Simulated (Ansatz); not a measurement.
# GeH5O (doublet): the correlation ladder at distance O1–H3 along a hydrogen transfer = 1.683 Å, cc-pVDZ

Aim: climb from Hartree-Fock through coupled cluster and multireference methods for GeH5O (doublet) at one geometry and basis, and see what each rung misses.

The runs use Ansatz 0.2.0, Gaussian basis; cc-pVDZ, core rule «outside noble gas», up to 15 orbitals frozen.

To be run: UHF; CCSD(T) on ROHF; CCSD(T) on UHF; BCCD(T) on ROHF; CISD; CCSDT(Q) on ROHF; CCSDT(Q) on UHF; CASSCF and MRCISD+Q, 3 electrons in 3 orbitals; CASSCF and NEVPT2, 3 electrons in 3 orbitals.

### 1 The geometry

The geometry derives from fragments relaxed apart (PBE0/def2-TZVP) and kept rigid, so it is no stationary point. A hydrogen atom is moved between rigid fragments. No spin-orbit coupling is included. The filled d shell of Ge may be among the frozen orbitals whatever the setting's name suggests; the logs give the count.

7 atoms, charge 0, spin multiplicity 2.

Atoms are counted from 1 here; the program's logs count them from 0.

Bond lengths: O1–H2 0.960 Å, H3–Ge4 1.530 Å, Ge4–H5 1.539 Å, Ge4–H6 1.539 Å, Ge4–H7 1.539 Å. Angles: H3–Ge4–H5 107.7°, H3–Ge4–H6 107.7°, H3–Ge4–H7 107.7°, H5–Ge4–H6 111.2°, H5–Ge4–H7 111.2°, H6–Ge4–H7 111.2°.

In the tables R marks a restricted open-shell determinant and U an unrestricted one; 'pair' is the active space of 3 electrons in 3 orbitals; energies count from the table's Hartree-Fock row.

### 2 UHF

File in.yaml:

```yaml
crystal:
  periodic: [false, false, false]
  atoms:
    - {symbol: O, position_ang: [-2.625667, -0.009969, -0.000001]}
    - {symbol: H, position_ang: [-2.874976, 0.916606, -0.000001]}
    - {symbol: H, position_ang: [-0.942667, -0.009969, 0.000000]}
    - {symbol: Ge, position_ang: [0.587333, -0.009969, 0.000000]}
    - {symbol: H, position_ang: [1.056001, -1.475884, 0.000000]}
    - {symbol: H, position_ang: [1.056003, 0.722988, -1.269519]}
    - {symbol: H, position_ang: [1.056001, 0.722988, 1.269520]}
basis:
  gaussian: {orbitals: cc-pVDZ}
magnetization: {spin_polarized: true, initial_magnetization: 1}
hamiltonian: {xc: hf}
output: {orbitals: {seedname: orbitals}}
```

The run is started by

```sh
$ ansatz run in.yaml --threads 1 --pin off --events-out ev --progress --plain --max-ram 4096MiB --backend cpu
```

Log:

```text
Functional definition: HF
  name "HF"
  cite "Fock, Z. Phys. 61, 126 (1930) doi:10.1007/BF01340294"
  parent pbe
  exchange = exact_x
  correlation = 0
669 factors; integrals over basis functions are off by at most 1.5e-3 eV
mean field evaluation 1: about -58581.5119 eV, gradient 2.5e1 eV
mean field evaluation 2: about -58581.5176 eV, gradient 2.5e1 eV
mean field evaluation 4: about -58586.1012 eV, gradient 5.3e0 eV
mean field evaluation 8: about -58586.7146 eV, gradient 2.1e-1 eV
mean field evaluation 16: about -58586.5328 eV, gradient 1.2e0 eV
mean field evaluation 32: about -58586.3685 eV, gradient 3.9e-1 eV
mean field -58586.71639630 eV, -2153.0221160612 hartree, gradient 1.5e-5 eV, S^2 0.759749; 4 other end points of the search recorded, 0 dependent functions left out
reference -58586.71639630 eV, -2153.0221160612 hartree; 23, 22 occupied and 43, 44 virtual orbitals, 669 factors
Total energy: -58586.71639630 eV, -2153.0221160612 hartree
```

Run time: 2.2 s. Hardware: 1 thread of AMD EPYC 7R13, shared host.

From the report: ⟨S²⟩ of the determinant 0.760 (pure doublet: 0.75).

### 3 CCSD(T) on ROHF

Changes to in.yaml since step 2:

```diff
@@ -12,4 +12,3 @@
   gaussian: {orbitals: cc-pVDZ}
-magnetization: {spin_polarized: true, initial_magnetization: 1}
-hamiltonian: {xc: hf}
-output: {orbitals: {seedname: orbitals}}
+magnetization: {spin_polarized: false, initial_magnetization: 1}
+correlation: {method: ccsd_t, electrons: outside_noble_gas}
```

Same command.

Log (excerpt; [...] marks lines left out):

```text
Functional definition: HF
  name "HF"
  cite "Fock, Z. Phys. 61, 126 (1930) doi:10.1007/BF01340294"
  parent pbe
[...]
669 factors; integrals over basis functions are off by at most 1.5e-3 eV
[...]
mean field -58586.58524934 eV, -2153.0172964994 hartree, gradient 1.6e-6 eV, S^2 0.750000; 7 other end points of the search recorded, 0 dependent functions left out
[...]
determinant -58586.58524934 eV, -2153.0172964994 hartree, with singles and doubles -58595.26282654 eV, -2153.3361915797 hartree
determinant -58586.26337579 eV, -2153.0054678646 hartree, with singles and doubles -58594.83495889 eV, -2153.3204677336 hartree
determinant -58586.58524934 eV, -2153.0172964994 hartree, with singles and doubles -58595.26445934 eV, -2153.3362515839 hartree
determinant -58586.26337579 eV, -2153.0054678646 hartree, with singles and doubles -58594.83526682 eV, -2153.3204790498 hartree
[...]
15 core orbitals not correlated: weight in the atoms' cores, before any rotation towards them, 0.999 or more for the frozen orbitals, at most 0.000 for the correlated occupied ones
reference -58586.58524934 eV, -2153.0172964994 hartree; 8, 7 occupied and 43, 44 virtual orbitals, 669 factors
second order -7.38190733 eV of doubles, -0.08589784 eV of singles
cycle   1  -8.67921340 eV  change   -3.4e-6 eV  update   1.5e-6
perturbative correction -0.13965787 eV, -0.0051323319 hartree
Total energy: -58595.40412060 eV, -2153.3413840406 hartree
```

It took 11 s on 1 thread of AMD EPYC 7R13, shared host.

From the report: correlation -8.8189 eV; T1 0.020; largest double amplitude 0.05.

### 4 CCSD(T) on UHF

Changes to in.yaml since step 3:

```diff
@@ -12,3 +12,3 @@
   gaussian: {orbitals: cc-pVDZ}
-magnetization: {spin_polarized: false, initial_magnetization: 1}
+magnetization: {spin_polarized: true, initial_magnetization: 1}
 correlation: {method: ccsd_t, electrons: outside_noble_gas}
```

The command is unchanged.

Log (excerpt; [...] marks lines left out):

```text
Functional definition: HF
  name "HF"
  cite "Fock, Z. Phys. 61, 126 (1930) doi:10.1007/BF01340294"
  parent pbe
[...]
669 factors; integrals over basis functions are off by at most 1.5e-3 eV
[...]
mean field -58586.71639630 eV, -2153.0221160612 hartree, gradient 7.6e-6 eV, S^2 0.759749; 6 other end points of the search recorded, 0 dependent functions left out
determinant -58586.71639630 eV, -2153.0221160612 hartree, with singles and doubles -58595.26486153 eV, -2153.3362663640 hartree
determinant -58586.37030103 eV, -2153.0093972949 hartree, with singles and doubles -58594.83635590 eV, -2153.3205190727 hartree
determinant -58586.71639630 eV, -2153.0221160612 hartree, with singles and doubles -58595.26648457 eV, -2153.3363260099 hartree
determinant -58586.37030103 eV, -2153.0093972949 hartree, with singles and doubles -58594.83672886 eV, -2153.3205327786 hartree
15 core orbitals not correlated: weight in the atoms' cores, before any rotation towards them, 0.999 or more for the frozen orbitals, at most 0.000 for the correlated occupied ones
reference -58586.71639630 eV, -2153.0221160612 hartree; 8, 7 occupied and 43, 44 virtual orbitals, 669 factors
second order -7.33739514 eV of doubles, -0.00000000 eV of singles
cycle   1  -8.55009104 eV  change   -2.8e-6 eV  update   1.3e-6
perturbative correction -0.13806851 eV, -0.0050739241 hartree
Total energy: -58595.40455585 eV, -2153.3414000357 hartree
```

Wall time 9.5 s (1 thread of AMD EPYC 7R13, shared host).

From the report: ⟨S²⟩ of the determinant 0.760 (pure doublet: 0.75); correlation -8.6882 eV; T1 0.016; largest double amplitude 0.05.

### 5 BCCD(T) on ROHF

Changes to in.yaml since step 4:

```diff
@@ -12,3 +12,3 @@
   gaussian: {orbitals: cc-pVDZ}
-magnetization: {spin_polarized: true, initial_magnetization: 1}
-correlation: {method: ccsd_t, electrons: outside_noble_gas}
+magnetization: {spin_polarized: false, initial_magnetization: 1}
+correlation: {method: bccd_t, electrons: outside_noble_gas}
```

Same command.

Log (excerpt; [...] marks lines left out):

```text
Functional definition: HF
  name "HF"
  cite "Fock, Z. Phys. 61, 126 (1930) doi:10.1007/BF01340294"
  parent pbe
[...]
669 factors; integrals over basis functions are off by at most 1.5e-3 eV
[...]
mean field -58586.58524934 eV, -2153.0172964994 hartree, gradient 1.6e-6 eV, S^2 0.750000; 7 other end points of the search recorded, 0 dependent functions left out
[...]
determinant -58586.58524934 eV, -2153.0172964994 hartree, with singles and doubles -58595.26282654 eV, -2153.3361915797 hartree
determinant -58586.26337579 eV, -2153.0054678646 hartree, with singles and doubles -58594.83495889 eV, -2153.3204677336 hartree
determinant -58586.58524934 eV, -2153.0172964994 hartree, with singles and doubles -58595.26445934 eV, -2153.3362515839 hartree
determinant -58586.26337579 eV, -2153.0054678646 hartree, with singles and doubles -58594.83526682 eV, -2153.3204790498 hartree
[...]
15 core orbitals not correlated: weight in the atoms' cores, before any rotation towards them, 0.999 or more for the frozen orbitals, at most 0.000 for the correlated occupied ones
reference -58586.58524934 eV, -2153.0172964994 hartree; 8, 7 occupied and 43, 44 virtual orbitals, 669 factors
second order -7.38190733 eV of doubles, -0.08589784 eV of singles
cycle   1  -8.67097700 eV  change    8.2e-3 eV  update   4.9e-3
[...]
cycle   9  -8.66932925 eV  change   -4.0e-6 eV  update   9.2e-6
perturbative correction -0.14974673 eV, -0.0055030910 hartree
Total energy: -58595.40432532 eV, -2153.3413915641 hartree
```

It took 11 s on 1 thread of AMD EPYC 7R13, shared host; peak memory 0.27 GiB.

From the report: correlation -8.8191 eV; largest double amplitude 0.05.

### 6 CISD

Changes to in.yaml since step 5:

```diff
@@ -13,2 +13,2 @@
 magnetization: {spin_polarized: false, initial_magnetization: 1}
-correlation: {method: bccd_t, electrons: outside_noble_gas}
+correlation: {active_space: {ras: {orbitals: [7, 1, 43], electrons: 15, max_holes: 2, max_particles: 2}, fixed_orbitals: true}}
```

Same command.

Log:

```text
Functional definition: HF
  name "HF"
  cite "Fock, Z. Phys. 61, 126 (1930) doi:10.1007/BF01340294"
  parent pbe
  exchange = exact_x
  correlation = 0
669 factors; integrals over basis functions are off by at most 1.5e-3 eV
mean field evaluation 1: about -58580.9999 eV, gradient 3.4e1 eV
mean field evaluation 2: about -58581.0055 eV, gradient 3.4e1 eV
mean field evaluation 4: about -58585.9863 eV, gradient 6.9e0 eV
mean field evaluation 8: about -58586.5850 eV, gradient 1.2e-1 eV
mean field evaluation 16: about -58586.2634 eV, gradient 7.3e-4 eV
mean field evaluation 32: about -58586.5837 eV, gradient 4.0e-1 eV
mean field -58586.58524934 eV, -2153.0172964994 hartree, gradient 1.6e-6 eV, S^2 0.750000; 7 other end points of the search recorded, 0 dependent functions left out
reference -58586.58524934 eV, -2153.0172964994 hartree; 23, 22 occupied and 43, 44 virtual orbitals, 669 factors
state -58594.49175524 eV, -2153.3078552322 hartree
Total energy: -58594.49175524 eV, -2153.3078552322 hartree
```

It took 9.5 s on 1 thread of AMD EPYC 7R13, shared host.

From the report: 119,667 determinants.

### 7 CCSDT(Q) on ROHF

Changes to in.yaml since step 6:

```diff
@@ -13,2 +13,2 @@
 magnetization: {spin_polarized: false, initial_magnetization: 1}
-correlation: {active_space: {ras: {orbitals: [7, 1, 43], electrons: 15, max_holes: 2, max_particles: 2}, fixed_orbitals: true}}
+correlation: {method: ccsdt_q, electrons: outside_noble_gas}
```

The run is started by

```sh
$ ansatz run in.yaml --threads 2 --pin off --events-out ev --progress --plain --max-ram 24576MiB --backend cuda --devices 0, --max-vram 18GiB
```

Log (excerpt; [...] marks lines left out):

```text
Functional definition: HF
  name "HF"
  cite "Fock, Z. Phys. 61, 126 (1930) doi:10.1007/BF01340294"
  parent pbe
[...]
1254 factors; integrals over basis functions are off by at most 2.4e-7 eV
[...]
mean field -58586.58540635 eV, -2153.0173022693 hartree, gradient 9.6e-7 eV, S^2 0.750000; 7 other end points of the search recorded, 0 dependent functions left out
[...]
determinant -58586.58540635 eV, -2153.0173022693 hartree, with singles and doubles -58595.26298490 eV, -2153.3361973995 hartree
determinant -58586.26352243 eV, -2153.0054732535 hartree, with singles and doubles -58594.83510603 eV, -2153.3204731410 hartree
determinant -58586.58540635 eV, -2153.0173022693 hartree, with singles and doubles -58595.26461780 eV, -2153.3362574074 hartree
determinant -58586.26352243 eV, -2153.0054732535 hartree, with singles and doubles -58594.83541396 eV, -2153.3204844570 hartree
15 core orbitals not correlated: weight in the atoms' cores, before any rotation towards them, 0.999 or more for the frozen orbitals, at most 0.000 for the correlated occupied ones
reference -58586.58540635 eV, -2153.0173022693 hartree; 8, 7 occupied and 43, 44 virtual orbitals, 1254 factors
second order -7.38196685 eV of doubles, -0.08589774 eV of singles
cycle   1  -8.31899704 eV  change   -8.5e-1 eV  update   7.6e-2
[...]
cycle  18  -8.84289979 eV  change    9.5e-7 eV  update   1.3e-6
perturbative correction -0.00988940 eV, -0.0003634288 hartree
Total energy: -58595.43819554 eV, -2153.3426362715 hartree
```

Run time: 11 s. Hardware: 1 × H100 (card shared with other runs) with 2 threads of AMD EPYC 7R13, shared host; peak host memory 0.93 GiB.

From the report: correlation -8.8528 eV; T1 0.021; largest double amplitude 0.05.

### 8 CCSDT(Q) on UHF

Changes to in.yaml since step 7:

```diff
@@ -12,3 +12,3 @@
   gaussian: {orbitals: cc-pVDZ}
-magnetization: {spin_polarized: false, initial_magnetization: 1}
+magnetization: {spin_polarized: true, initial_magnetization: 1}
 correlation: {method: ccsdt_q, electrons: outside_noble_gas}
```

Same command.

Log (excerpt; [...] marks lines left out):

```text
Functional definition: HF
  name "HF"
  cite "Fock, Z. Phys. 61, 126 (1930) doi:10.1007/BF01340294"
  parent pbe
[...]
1254 factors; integrals over basis functions are off by at most 2.4e-7 eV
[...]
mean field -58586.71655312 eV, -2153.0221218243 hartree, gradient 2.7e-6 eV, S^2 0.759749; 6 other end points of the search recorded, 0 dependent functions left out
determinant -58586.71655312 eV, -2153.0221218243 hartree, with singles and doubles -58595.26502007 eV, -2153.3362721906 hartree
determinant -58586.37044752 eV, -2153.0094026783 hartree, with singles and doubles -58594.83650275 eV, -2153.3205244692 hartree
determinant -58586.71655312 eV, -2153.0221218243 hartree, with singles and doubles -58595.26664308 eV, -2153.3363318349 hartree
determinant -58586.37044752 eV, -2153.0094026783 hartree, with singles and doubles -58594.83687567 eV, -2153.3205381739 hartree
15 core orbitals not correlated: weight in the atoms' cores, before any rotation towards them, 0.999 or more for the frozen orbitals, at most 0.000 for the correlated occupied ones
reference -58586.71655312 eV, -2153.0221218243 hartree; 8, 7 occupied and 43, 44 virtual orbitals, 1254 factors
second order -7.33745434 eV of doubles, -0.00000000 eV of singles
cycle   1  -8.19203344 eV  change   -8.5e-1 eV  update   7.5e-2
[...]
cycle  18  -8.71253254 eV  change    1.0e-6 eV  update   1.4e-6
perturbative correction -0.01004282 eV, -0.0003690667 hartree
Total energy: -58595.43912848 eV, -2153.3426705564 hartree
```

Wall time 15 s (1 × H100 (card shared with other runs) with 2 threads of AMD EPYC 7R13, shared host); peak host memory 0.89 GiB.

From the report: ⟨S²⟩ of the determinant 0.760 (pure doublet: 0.75); correlation -8.7226 eV; T1 0.016; largest double amplitude 0.05.

### 9 CASSCF and MRCISD+Q, 3 electrons in 3 orbitals

Changes to in.yaml since step 8:

```diff
@@ -12,3 +12,3 @@
   gaussian: {orbitals: cc-pVDZ}
-magnetization: {spin_polarized: true, initial_magnetization: 1}
-correlation: {method: ccsdt_q, electrons: outside_noble_gas}
+magnetization: {spin_polarized: false, initial_magnetization: 1}
+correlation: {method: fic_mrcisd_q, electrons: outside_noble_gas, active_space: {window: {electrons: 3, orbitals: 3}}}
```

The command is unchanged.

Log (excerpt; [...] marks lines left out):

```text
Functional definition: HF
  name "HF"
  cite "Fock, Z. Phys. 61, 126 (1930) doi:10.1007/BF01340294"
  parent pbe
[...]
669 factors; integrals over basis functions are off by at most 1.5e-3 eV
[...]
mean field -58586.58524934 eV, -2153.0172964994 hartree, gradient 1.6e-6 eV, S^2 0.750000; 7 other end points of the search recorded, 0 dependent functions left out
reference -58586.58524934 eV, -2153.0172964994 hartree; 23, 22 occupied and 43, 44 virtual orbitals, 669 factors
state -58586.97571146 eV, -2153.0316457177 hartree
contracted CI cycle   1: correlation 0.00000000 eV, 0.0000000000 hartree, residual 2.75e1 eV
contracted CI cycle   2: correlation -7.41540016 eV, -0.2725109294 hartree, residual 3.53e0 eV
contracted CI cycle   3: correlation -7.57651118 eV, -0.2784316504 hartree, residual 8.12e-1 eV
contracted CI cycle   4: correlation -7.58533593 eV, -0.2787559539 hartree, residual 1.87e-1 eV
[...]
contracted CI cycle   6: correlation -7.60546726 eV, -0.2794957666 hartree, residual 4.14e-2 eV
contracted CI cycle   7: correlation -7.60549722 eV, -0.2794968677 hartree, residual 1.55e-2 eV
contracted CI cycle   8: correlation -7.60550100 eV, -0.2794970065 hartree, residual 5.00e-3 eV
contracted CI cycle   9: correlation -7.60550140 eV, -0.2794970212 hartree, residual 1.54e-3 eV
contracted CI cycle  10: correlation -7.60550145 eV, -0.2794970230 hartree, residual 5.93e-4 eV
state -58586.96803522 eV, -2153.0313636213 hartree; corrected -58595.34123114 eV, -2153.3390728956 hartree
state -58586.96803522 eV, -2153.0313636213 hartree; corrected -58595.34123114 eV, -2153.3390728956 hartree
the orbitals are reached from a further start. From the first start the search ends at -58586.97570594 eV, -2153.0316455147 hartree
WARN: the results are in doubt because another end's mean lies 0.008 eV lower, and its corrected mean 0.029 eV higher
Total energy: -58595.34123114 eV, -2153.3390728956 hartree
In doubt: another end's mean lies 0.008 eV lower, and its corrected mean 0.029 eV higher
```

Wall time 3.1 s (1 × H100 (card shared with other runs) with 2 threads of AMD EPYC 7R13, shared host); peak host memory 0.81 GiB.

From the report: 9 determinants; active occupations 1.98, 1.00, 0.02. Mind the lines of doubt at the end of the log.

### 10 CASSCF and NEVPT2, 3 electrons in 3 orbitals

Changes to in.yaml since step 9:

```diff
@@ -13,2 +13,2 @@
 magnetization: {spin_polarized: false, initial_magnetization: 1}
-correlation: {method: fic_mrcisd_q, electrons: outside_noble_gas, active_space: {window: {electrons: 3, orbitals: 3}}}
+correlation: {method: sc_nevpt2, electrons: outside_noble_gas, active_space: {window: {electrons: 3, orbitals: 3}}}
```

The run is started by

```sh
$ ansatz run in.yaml --threads 1 --pin off --events-out ev --progress --plain --max-ram 4096MiB --backend cpu
```

Log (excerpt; [...] marks lines left out):

```text
Functional definition: HF
  name "HF"
  cite "Fock, Z. Phys. 61, 126 (1930) doi:10.1007/BF01340294"
  parent pbe
[...]
669 factors; integrals over basis functions are off by at most 1.5e-3 eV
[...]
mean field -58586.58524934 eV, -2153.0172964994 hartree, gradient 1.6e-6 eV, S^2 0.750000; 7 other end points of the search recorded, 0 dependent functions left out
reference -58586.58524934 eV, -2153.0172964994 hartree; 23, 22 occupied and 43, 44 virtual orbitals, 669 factors
state -58587.20230366 eV, -2153.0399728275 hartree
state -58587.20230366 eV, -2153.0399728275 hartree; corrected -58594.10797575 eV, -2153.2937515959 hartree
state -58586.97571146 eV, -2153.0316457177 hartree
state -58586.97571146 eV, -2153.0316457177 hartree; corrected -58594.07164531 eV, -2153.2924164771 hartree
state -58587.20230366 eV, -2153.0399728275 hartree; corrected -58594.10797575 eV, -2153.2937515959 hartree
state -58586.96803522 eV, -2153.0313636213 hartree
state -58586.96803522 eV, -2153.0313636213 hartree; corrected -58594.06664881 eV, -2153.2922328589 hartree
state -58587.20230366 eV, -2153.0399728275 hartree; corrected -58594.10797575 eV, -2153.2937515959 hartree
[...]
Total energy: -58594.10797575 eV, -2153.2937515959 hartree
```

Wall time 6 s (1 thread of AMD EPYC 7R13, shared host).

From the report: 9 determinants; active occupations 1.98, 1.00, 0.02.

### 11 Misses and costs

The yardstick is UCCSDT(Q), where the cluster series has nearly closed. Rows without a time come out of other runs: HF, MP2 and CCSD of CCSD(T), CCSDT of CCSDT(Q), CASSCF and MRCISD of the multireference runs.

Differences are taken before rounding.

```csv
method,energy from the lowest RHF (meV),from UCCSDT(Q) (meV),time
RHF,0.0,+8853.9,
UHF,-131.1,+8722.7,
RMP2,-7467.8,+1386.1,
UMP2,-7468.5,+1385.3,
CISD,-7906.5,+947.4,9.5 s
RCCSD,-8679.2,+174.7,
UCCSD,-8681.2,+172.6,
RCCSD(T),-8818.9,+35.0,11 s
UCCSD(T),-8819.3,+34.6,9.5 s
BCCD(T),-8819.1,+34.8,11 s
RCCSDT,-8843.1,+10.8,
UCCSDT,-8843.8,+10.0,
RCCSDT(Q),-8852.9,+0.9,11 s (GPU)
UCCSDT(Q),-8853.9,0,15 s (GPU)
CASSCF pair,-617.1,+8236.8,
NEVPT2 pair,-7522.7,+1331.2,6 s
```

Some runs used a GPU and others CPU threads alone; cost is compared among the CPU runs only.

Among the levels timed on like hardware, those that no quicker one beats, quickest first: NEVPT2 pair (6 s, +1331.2 meV); UCCSD(T) (9.5 s, +34.6 meV).

Not comparable, so not listed: CASSCF and MRCISD+Q, 3 electrons in 3 orbitals (they don't share determinant, frozen orbitals or solution with the rows shown, or repeat one).

### 12 Results

```
                         quantity                                                   value
   UCCSDT(Q) below the RHF energy                                              -8.8539 eV
              RMP2 from UCCSDT(Q)                                             +1386.1 meV
              UMP2 from UCCSDT(Q)                                             +1385.3 meV
             RCCSD from UCCSDT(Q)                                              +174.7 meV
          RCCSD(T) from UCCSDT(Q)                                               +35.0 meV
          UCCSD(T) from UCCSDT(Q)                                               +34.6 meV
         RCCSDT(Q) from UCCSDT(Q)                                                +0.9 meV
       NEVPT2 pair from UCCSDT(Q)                                             +1331.2 meV
levels within 1 kcal/mol (43 meV)  RCCSD(T), UCCSD(T), BCCD(T), RCCSDT, UCCSDT, RCCSDT(Q)
                    T1 diagnostic                                                   0.020
```

In words: RCCSD(T) misses by +35.0 meV, 0.4 % of the correlation energy. These misses are within one basis, not against nature; the frozen cores of restricted and unrestricted runs differ, which can shift their rows.

For cost: UCCSD(T) gets within 34.6 meV in 9.5 s; the quickest level in the cost chart, NEVPT2 pair, takes 6 s and misses by 1331.2 meV.
